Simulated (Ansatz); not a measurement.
# Lanthanum, hcp under m-r²SCAN: from relaxation to bulk modulus

Aim: take lanthanum in the hcp structure, relax it, solve it on a dense k-mesh, then scale the cell to 7 volumes from 88 to 112 % of the relaxed one and try a fit of the equation of state. The start is ferromagnetic. The k-meshes are 10×10×5 for the relaxation; 16×16×9 for the dense run; 16×16×9 for the volumes.

Computed with Ansatz 0.2.0 (DFT m-r2SCAN, plane waves (500 eV) with PAW, scalar-relativistic; the PAW data stem from PBE, with regenerated cores; m-r²SCAN is r²SCAN on the gauge-invariant kinetic-energy density, unless a step says otherwise).

## 1. The starting structure

Symmetry: P6_3/mmc, No. 194, hexagonal system. The conventional cell has a = 3.754 Å, b = 3.754 Å, c = 6.131 Å, α = 90.00°, β = 90.00°, γ = 120.00°. Around La (site symmetry -6m2) lie 12 La at 3.75 Å.

Coordinates:

```cif
data_structure
_symmetry_space_group_name_H-M 'P 1'
_symmetry_Int_Tables_number 1
_cell_length_a 3.7542
_cell_length_b 3.7542
_cell_length_c 6.1307
_cell_angle_alpha 90.000
_cell_angle_beta 90.000
_cell_angle_gamma 120.000
_cell_volume 74.83
loop_
_atom_site_label
_atom_site_type_symbol
_atom_site_fract_x
_atom_site_fract_y
_atom_site_fract_z
_atom_site_occupancy
La1 La 0.33333 0.66667 0.25000 1
La2 La 0.66667 0.33333 0.75000 1
```

Starting moments (μB): +1 ×2.

## 2. Geometry optimisation

input.yaml

```yaml
crystal:
  lattice:
    - [3.7542362609, 0.0, 0.0]
    - [-1.8771181304, 3.2512639737, 0.0]
    - [0.0, 0.0, 6.130667814]
  atoms:
    - { symbol: La, position: [0.3333333333, 0.6666666667, 0.25], spin: 1.0 }
    - { symbol: La, position: [0.6666666667, 0.3333333333, 0.75], spin: 1.0 }
hamiltonian:
  xc: mr2scan
  pseudopotentials:
    kind: paw
    azcp:
      La: "pseudopotentials/La.paw.azcp"
basis:
  ecutwfc: 500
  fft_grid_basis: typed
kpoints:
  mp_grid: { grid: [10, 10, 5], shift: [0, 0, 0] }
magnetization:
  spin_polarized: true
scf:
  occupations: { method: fermi_dirac, width: 0.05 }
relax:
  max_steps: 60
  f_tol: 0.01
  cell: {}
```

After this run come: Dense single point; The cell scaled to 88 % of its volume; The cell scaled to 92 % of its volume; The cell scaled to 96 % of its volume; The cell scaled to 100 % of its volume; The cell scaled to 104 % of its volume; The cell scaled to 108 % of its volume; The cell scaled to 112 % of its volume.

Q: Predict the outcome of this session. Wanted: space group; conventional cell; volume; shortest distance; gap on the mesh; magnetic state; relative to dhcp; V₀, B₀, B₀′.

As calculated:

```
                      quantity                                   value
space group (spins left aside)                      P6_3/mmc (No. 194)
             conventional cell  a = 3.828 Å, c = 6.004 Å (c/a = 1.568)
                        volume                          38.106 Å³/atom
             shortest distance                                 3.728 Å
               gap on the mesh            none (levels filled in part)
                magnetic state                            non-magnetic
              relative to dhcp                            +30 meV/atom
                   V₀, B₀, B₀′             38.035 Å³/atom, 24 GPa, 2.1
```

What this shows: From the guessed start the volume grew by 1.8 % in 5 steps. Against the reference form of lanthanum (dhcp, computed apart with the same settings) it stands 30 meV/atom higher. The moments die out: the run ends non-magnetic. Levels at the Fermi energy are filled in part, as in a metal. The fitted modulus is 24 GPa; letting shape and positions relax at each volume could only lower it. The symmetry was held, so the structure may be unstable against distortions that break it.
